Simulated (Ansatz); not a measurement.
# GeH2O2 (SMILES [OH][Ge][OH]): functionals against CCSD(T) at one geometry

One table from this session's results is given with a row withheld; the runs are named, their logs left out.

The runs use Ansatz 0.2.0, Gaussian basis; single points in def2-TZVPP.

Correlated methods freeze the cores. Filled d shells of the heavier atoms are correlated.

**Where the work starts**

SMILES `[OH][Ge][OH]`, 5 atoms, charge 0, spin multiplicity 1.

Atoms are counted from 1 here; the program's logs count them from 0.

Bond lengths: O1–Ge2 1.783 Å, O1–H4 1.003 Å, Ge2–O3 1.705 Å, O3–H5 1.041 Å. Angles: Ge2–O1–H4 136.9°, O1–Ge2–O3 101.8°, Ge2–O3–H5 121.4°.

As a file:

```
O    -1.2979   -0.0610   -0.4063
Ge   -0.3446   -0.9015    0.8445
O     1.2099   -0.2438    0.6009
H    -1.1588    0.7008   -1.0435
H     1.3798    0.4956   -0.1115
```

The first run:

run/in.yaml

```yaml
crystal:
  periodic: [false, false, false]
  atoms:
    - {symbol: O, position_ang: [-1.297900, -0.061000, -0.406300]}
    - {symbol: Ge, position_ang: [-0.344600, -0.901500, 0.844500]}
    - {symbol: O, position_ang: [1.209900, -0.243800, 0.600900]}
    - {symbol: H, position_ang: [-1.158800, 0.700800, -1.043500]}
    - {symbol: H, position_ang: [1.379800, 0.495600, -0.111500]}
basis:
  gaussian: {orbitals: def2-TZVPP}
correlation: {method: ccsd_t}
output: {forces: true}
```

No record of the launch command was kept for these runs.

Among the steps run: CCSD(T)/def2-TZVPP; PBE0-D4/def2-TZVPP; wB97M-V/def2-TZVPP; r2SCAN-D4/def2-TZVPP; PBE-D4/def2-TZVPP; BHLYP-D4/def2-TZVPP; r2SCANh-D4/def2-TZVPP.

One of the session's tables, all rows but one given; the rest of the session is left out.

```
    method  RMS force component (eV/Å)  angle to CCSD(T) forces (°)  dipole (D)
   CCSD(T)                       1.742                    reference        1.92
   PBE0-D4                           ?                            ?           ?
   wB97M-V                       1.781                          3.0        1.86
 r2SCAN-D4                       1.696                          1.7        2.00
    PBE-D4                       1.692                         10.9        1.88
  BHLYP-D4                       1.919                          7.4        1.84
r2SCANh-D4                       1.732                          2.3        1.99
```

**Question.** Estimate the row for PBE0-D4.

**Answer.** RMS force component (eV/Å): 1.767; angle to CCSD(T) forces (°): 2.0; dipole (D): 1.92. In the column «RMS force component (eV/Å)» it lies between CCSD(T) (1.742) and wB97M-V (1.781).
